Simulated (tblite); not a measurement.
# C5H7N3O: the cost of one run

Programs: tblite 0.8.0 and PySCF 2.14.0. All values are calculated, for the isolated system unless a continuum is named. Atoms count from 0, parts from 1.

## 1. The system as given

16 atoms, charge 0, multiplicity 1; geometry: rigid parts in contact. Parts: 1 = atoms 0–3, `N=C=O`, charge 0; 2 = atoms 4–9, `CC#N`, charge 0; 3 = atoms 10–15, `CC#N`, charge 0.

## 2. Bringing the parts together with GFN2-xTB

What the job is given:

```
{"job": {"kind": "dock", "xc": "GFN2-xTB", "basis": "xTB"}, "charge": 0, "multiplicity": 1, "parts": [{"atoms": "0-3", "charge": 0, "multiplicity": 1}, {"atoms": "4-9", "charge": 0, "multiplicity": 1}, {"atoms": "10-15", "charge": 0, "multiplicity": 1}]}
N     -0.598808     0.221903     0.064655
C      0.567548     0.001469    -0.043623
O      1.719946    -0.058743    -0.011079
H     -1.424136    -0.174204    -0.328339
C     -2.816936     0.148096     2.427667
C     -3.323552    -0.470007     1.244534
N     -3.682124    -0.963665     0.275295
H     -3.481691     0.948287     2.755962
H     -2.730273    -0.590298     3.224255
H     -1.834151     0.562302     2.205643
C     -7.098174     1.398537     4.232622
C     -5.681538     1.569718     4.360812
N     -4.550585     1.705684     4.461078
H     -7.411507     0.516748     4.790917
H     -7.608748     2.276497     4.627077
H     -7.357804     1.271386     3.181528
```

With the program's defaults for keys left out, this is: GFN2-xTB search for minima from random contacts, gas phase.

The run is started by

```
$ OMP_NUM_THREADS=1 python cluster_run.py task.json out
```

The driver reads the jobs from task.json and runs them one after another.

**Question.** How long does this first job take on 1 thread of Arm Neoverse V1, shared host?

About 3.3 s.
